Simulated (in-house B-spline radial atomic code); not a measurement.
# Pd³⁶⁺: other nuclei and constants

Thought experiments on Pd³⁶⁺: change the model or size of the nucleus and the speed of light, one thing at a time, and follow the levels.

The numbers are computed with in-house B-spline radial atomic code version 1 (Dirac-Hartree-Fock, average of configuration, Fermi nucleus, basis-set limit), except any that are marked as measured or tabulated.

**1. The system**

* element: palladium (Z = 46)
* charge: +36
* electrons: 10
* configuration: [He] 2s2 2p6
* Hamiltonian: Dirac-Coulomb
* nucleus: Fermi, rms radius 4.532 fm

Outer shells as boxes (Hund's rule):

[He] 2s2 2p6
```
[He] core
2s [↑↓]
2p [↑↓][↑↓][↑↓]
```

The run's settings:

```ini
Z = 46
electrons = 10.0
configuration = [He] 2s2 2p6
hamiltonian = dirac
method = hf
spin_polarised = False
nucleus = fermi
rms_radius = 4.5318
mass_number = 106
atomic_mass = 105.903480287
speed_of_light = 137.035999084
```

This reference run was done before. Its total energy is -3941.571033 hartree (electron-nucleus part -8473.2009, recoil term 0.01591491), and its levels are (the highest eight at most):

| orbital | occupation | energy (eV) | <r> (bohr) |
| --- | --- | --- | --- |
| 1s1/2 | 2 | -26681.4 | 0.03181 |
| 2s1/2 | 2 | -5700.60 | 0.1349 |
| 2p1/2 | 2 | -5452.78 | 0.1146 |
| 2p3/2 | 4 | -5285.67 | 0.1192 |

**2. Gaussian nucleus**

The run's settings:

```ini
Z = 46
electrons = 10.0
configuration = [He] 2s2 2p6
hamiltonian = dirac
method = hf
spin_polarised = False
nucleus = gauss
rms_radius = 4.5318
mass_number = 106
atomic_mass = 105.903480287
speed_of_light = 137.035999084
```

**3. Uniform sphere**

Changes to the settings of step 2:

```diff
@@ -6,3 +6,3 @@
 spin_polarised = False
-nucleus = gauss
+nucleus = sphere
 rms_radius = 4.5318
```

**4. Nearly point-like nucleus (rms radius 0.01 fm)**

Changes to the settings of step 3:

```diff
@@ -6,4 +6,4 @@
 spin_polarised = False
-nucleus = sphere
-rms_radius = 4.5318
+nucleus = gauss
+rms_radius = 0.01
 mass_number = 106
```

**5. Rms radius × 0.98**

Changes to the settings of step 4:

```diff
@@ -6,4 +6,4 @@
 spin_polarised = False
-nucleus = gauss
-rms_radius = 0.01
+nucleus = fermi
+rms_radius = 4.4412
 mass_number = 106
```

**6. Rms radius × 1.02**

Changes to the settings of step 5:

```diff
@@ -7,3 +7,3 @@
 nucleus = fermi
-rms_radius = 4.4412
+rms_radius = 4.6224
 mass_number = 106
```

**7. Speed of light × 0.95**

The run's settings:

```ini
Z = 46
electrons = 10.0
configuration = [He] 2s2 2p6
hamiltonian = dirac
method = hf
spin_polarised = False
nucleus = fermi
rms_radius = 4.5318
mass_number = 106
atomic_mass = 105.903480287
speed_of_light = 130.1841991298
```

Q: By how much, and in which direction, does each change move the total energy and the levels?

As calculated:

All values are changes from the reference run; energy changes under 1e-04 eV count as noise.

| change | Δ total energy (eV) | Δ 1s1/2 level (eV) | Δ 2p3/2 level (eV) |
| --- | --- | --- | --- |
| Gaussian nucleus | -0.007278 | -0.003164 | +1.766e-05 |
| uniform sphere | +0.002912 | +0.001266 | below noise |
| nearly point-like nucleus (rms radius 0.01 fm) | -2.596 | -1.129 | +0.006288 |
| rms radius × 0.98 | -0.0967 | -0.04205 | +0.0002342 |
| rms radius × 1.02 | +0.0984 | +0.04279 | -0.0002383 |
| speed of light × 0.95 | -305.4 | -86.99 | -1.542 |

What this shows: The largest shift, -305.4 eV, belongs to the run "speed of light × 0.95". A radius 2 % larger raises the energy by 0.0984 eV, and one 2 % smaller lowers it by 0.0967 eV. At a fixed rms radius the shape of the nuclear charge matters less than that: at most 0.0073 eV.
